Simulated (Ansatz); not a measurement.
# C2H2Cl2Si: a ladder of functionals and wavefunction methods

The task here is to estimate one member of a computed series from the others.

Method: functionals in def2-TZVPP, the program's frozen cores in correlated methods; program: Ansatz 0.2.0, Gaussian basis.

Plan: LDA (SPW92), PBE-D4, revPBE-D4, BLYP-D4, r2SCAN-D4, B97M-V, PBE0-D4, B3LYP-D4, r2SCANh-D4, r2SCAN0-D4, HSE06-D4, BHLYP-D4, CAM-B3LYP-D4, LC-ωPBE, ωB97X-V, ωB97M-V, B2PLYP, PBE-QIDH; CCSD(T)/def2-SVP; CCSD(T)/def2-TZVPP; CCSD(T)/def2-QZVPP; extrapolation to the limit; RPA on PBE.

## The geometry

An earlier PBE0-D4 in a triple-zeta def2 set relaxation fixed the geometry.

SMILES `C#C[SiH](Cl)Cl`, 7 atoms, charge 0, spin multiplicity 1.

Atoms are counted from 1 here; the program's logs count them from 0.

Bond lengths: C1–C2 1.205 Å, C1–H6 1.066 Å, C2–Si3 1.807 Å, Si3–Cl4 2.037 Å, Si3–Cl5 2.037 Å, Si3–H7 1.472 Å. Angles: C2–C1–H6 179.8°, C1–C2–Si3 179.1°, C2–Si3–Cl4 109.2°, C2–Si3–Cl5 109.2°, C2–Si3–H7 111.4°, Cl4–Si3–Cl5 109.6°, Cl4–Si3–H7 108.7°, Cl5–Si3–H7 108.7°.

Set-up of the first run:

File in.yaml:

```yaml
crystal:
  periodic: [false, false, false]
  atoms:
    - {symbol: C, position_ang: [0.222119, -0.669296, 1.881571]}
    - {symbol: C, position_ang: [0.127687, -0.285151, 0.743198]}
    - {symbol: Si, position_ang: [0.012716, 0.282720, -0.968923]}
    - {symbol: Cl, position_ang: [-1.510593, -0.698353, -1.899224]}
    - {symbol: Cl, position_ang: [-0.353686, 2.286184, -0.986877]}
    - {symbol: H, position_ang: [0.302455, -1.008193, 2.889542]}
    - {symbol: H, position_ang: [1.260701, 0.023989, -1.705086]}
basis:
  gaussian: {orbitals: def2-TZVPP}
hamiltonian: {xc: lda}
output: {orbitals: {seedname: orbitals}}
```

On the command line:

```bash
ansatz run in.yaml --threads 2 --pin off --events-out ev --progress --plain --max-ram 32768MiB --backend cpu
```

Steps of the session up to this table: LDA; PBE-D4 (GGA); revPBE-D4 (GGA); BLYP-D4 (GGA); r2SCAN-D4 (meta-GGA); B97M-V (meta-GGA); PBE0-D4 (hybrid); B3LYP-D4 (hybrid); r2SCANh-D4 (hybrid); r2SCAN0-D4 (hybrid); HSE06-D4 (hybrid); BHLYP-D4 (hybrid); CAM-B3LYP-D4 (range-separated); LC-ωPBE (range-separated); ωB97X-V (range-separated); ωB97M-V (range-separated); B2PLYP (double hybrid); PBE-QIDH (double hybrid).

One of the session's tables, all rows but one given; the rest of the session is left out.

It belongs to the step «Frontier levels by functional». 

| functional | HOMO (eV) | gap (eV) |
| --- | --- | --- |
| LDA (SPW92) | -7.71 | 5.65 |
| PBE-D4 | -7.53 | 5.73 |
| revPBE-D4 | -7.46 | 5.77 |
| BLYP-D4 | -7.34 | 5.72 |
| r2SCAN-D4 | -7.81 | 6.25 |
| B97M-V | -7.81 | 6.31 |
| PBE0-D4 | -8.79 | 7.92 |
| B3LYP-D4 | -8.52 | 7.47 |
| r2SCANh-D4 | -8.27 | 7.05 |
| r2SCAN0-D4 | ? | ? |
| HSE06-D4 | -8.39 | 7.14 |
| BHLYP-D4 | -9.86 | 10.06 |
| CAM-B3LYP-D4 | -10.14 | 10.41 |
| LC-ωPBE | -11.62 | 13.01 |
| ωB97X-V | -11.18 | 12.50 |
| ωB97M-V | -11.04 | 12.22 |

Q: Estimate the row for r2SCAN0-D4 from the others.

Worked estimate for «HOMO (eV)». Against the share of exact exchange, r2SCAN-D4 (0, -7.81), r2SCANh-D4 (0.1, -8.27) give a slope of -4.60 per unit share; at 0.25 the line stands at -8.96.

As computed: HOMO (eV): -8.98; gap (eV): 8.25. In «HOMO (eV)» the line misses by +0.02.
